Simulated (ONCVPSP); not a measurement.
**Cerium: generating and testing an ONCV potential**

Task: generate the file, and judge it by its errors in other configurations, its logarithmic derivatives, its ghosts and its cutoff.

Method: ONCVPSP 4.0.1, PBEsol, scalar-relativistic.

**1. The atom and the settings**

Typed settings, in words:

```json
{
  "element": "cerium (Ce, Z = 58)",
  "type": "optimised norm-conserving Vanderbilt (ONCV)",
  "frozen core": "[Kr] 4d10",
  "valence charge": "12",
  "reference configuration": "4f1 5s2 5p6 5d2 6s1",
  "partial waves": "5s+6s: rc 2.30 bohr, ncon 3, nbas 6, qcut 4.1 1/bohr, 2 projectors; 5p: rc 2.70 bohr, ncon 5, nbas 8, qcut 4.5 1/bohr, 2 projectors, debl 0.6 Ha; 5d: rc 4.00 bohr, ncon 4, nbas 8, qcut 4.2 1/bohr, 3 projectors, debl 3.1 Ha; 4f: rc 1.00 bohr, ncon 4, nbas 8, qcut 18.9 1/bohr, 2 projectors, debl 3.6 Ha",
  "local potential": "polynomial inside 0.80 bohr (lpopt 5, dvloc0 1 Ha)",
  "core correction": "Teter function, fcfact 5, rcfact 1.7"
}
```

The outer shells as boxes (Hund's rule for the drawing; the calculation is spin-unpolarised):

```
[Kr] core
4d [↑↓][↑↓][↑↓][↑↓][↑↓]
4f [↑ ][  ][  ][  ][  ][  ][  ]
5s [↑↓]
5p [↑↓][↑↓][↑↓]
5d [↑ ][↑ ][  ][  ][  ]
6s [↑ ]
```

An earlier all-electron run gives the scale for the radii.

All-electron outer shells of the reference configuration (PBEsol, scalar-relativistic, ld1.x):

```json
{"shell": "4d", "level (eV)": "-108.77", "outermost node (bohr)": "0.31", "outermost maximum (bohr)": "0.66"}
{"shell": "5s", "level (eV)": "-39.03", "outermost node (bohr)": "0.75", "outermost maximum (bohr)": "1.37"}
{"shell": "5p", "level (eV)": "-21.75", "outermost node (bohr)": "0.81", "outermost maximum (bohr)": "1.55"}
{"shell": "4f", "level (eV)": "-3.83", "outermost node (bohr)": "–", "outermost maximum (bohr)": "0.71"}
{"shell": "6s", "level (eV)": "-3.22", "outermost node (bohr)": "1.83", "outermost maximum (bohr)": "3.82"}
{"shell": "5d", "level (eV)": "-2.13", "outermost node (bohr)": "0.92", "outermost maximum (bohr)": "2.23"}
{"shell": "6p", "level (eV)": "-1.04", "outermost node (bohr)": "2.18", "outermost maximum (bohr)": "5.15"}
```

**2. Generating the potential**

Input file Ce.dat:

```
# ATOM AND REFERENCE CONFIGURATION
# atsym  z   nc   nv     iexc    psfile
  Ce 58.00    9    5  -116133      upf
#
#   n    l    f
    1    0    2.00
    2    0    2.00
    2    1    6.00
    3    0    2.00
    3    1    6.00
    3    2   10.00
    4    0    2.00
    4    1    6.00
    4    2   10.00
    4    3    1.00
    5    0    2.00
    5    1    6.00
    5    2    2.00
    6    0    1.00
#
# PSEUDOPOTENTIAL AND OPTIMIZATION
# lmax
    3
#
#   l,   rc,      ep,       ncon, nbas, qcut
    0    2.30    0.00    3    6    4.10
    1    2.70    0.00    5    8    4.50
    2    4.00    0.00    4    8    4.20
    3    1.00    0.00    4    8   18.90
#
# LOCAL POTENTIAL
# lloc, lpopt,  rc(5),   dvloc0
    4    5    0.80    1.00
#
# VANDERBILT-KLEINMAN-BYLANDER PROJECTORs
# l, nproj, debl
    0    2    1.60
    1    2    0.60
    2    3    3.10
    3    2    3.60
#
# MODEL CORE CHARGE
# icmod, fcfact, rcfact
    3    5.00    1.70
#
# LOG DERIVATIVE ANALYSIS
# epsh1, epsh2, depsh
   -3.00    5.00    0.02
#
# OUTPUT GRID
# rlmax, drl
    6.00    0.01
#
# TEST CONFIGURATIONS
# ncnf
    4
# nvcnf
#   n    l    f
    5
    4    3    1.00
    5    0    2.00
    5    1    6.00
    5    2    1.00
    6    0    2.00
#
    5
    4    3    1.00
    5    0    2.00
    5    1    6.00
    5    2    1.00
    6    0    1.00
#
    5
    4    3    1.00
    5    0    2.00
    5    1    6.00
    5    2    1.00
    6    0    0.00
#
    5
    4    3    1.00
    5    0    2.00
    5    1    6.00
    5    2    1.00
    6    0    1.50
#
```

The run is started by

```console
$ oncvpsp.x < Ce.dat > Ce.out
```

Q: Predict the outcome of this session. Wanted: cutoffs for 1 and 0.1 mHa per electron, occupied waves; bound ghosts; GHOST(+) flags; largest test error; largest phase difference near zero energy, channels read; rms error of d²Exc/dn², without and with the model core; projector energies reset by the program.

As calculated:

| quantity | value |
| --- | --- |
| cutoffs for 1 and 0.1 mHa per electron, occupied waves | 130 Ha and 146 Ha |
| bound ghosts | s at -385.58 eV, p at -144.17 eV |
| GHOST(+) flags | s at 79 eV, d at 150 eV |
| largest test error (AE − PS) | +2.2 meV, for 4f1 5s2 5p6 5d1 6s1 |
| largest phase difference near zero energy, channels read | 0.005 rad |
| rms error of d²Exc/dn², without and with the model core | 14.39 and 4.37 mHa |
| projector energies reset by the program | p: -0.799, 0.250 Ha |

In words: A bound ghost (s, p) makes it unfit for use: electrons can fall into a state that the atom doesn't have. The worst unpolarised test, 4f1 5s2 5p6 5d1 6s1, is off by 2.2 meV on 5.2 eV; by total energies transferability rates as very good. Atomic tests can pass in spite of a ghost, since they solve only for the levels asked. It counts as very hard, with 130 Ha needed at the looser tolerance. At the looser tolerance the 4f wave is the slowest; 5s needs 7 Ha. Near zero energy the phases of the channels with partial waves agree within 0.005 rad. The program also flags highly localised states, GHOST(+) (s, d). These are tests on the free atom; a crystal test is still owed.
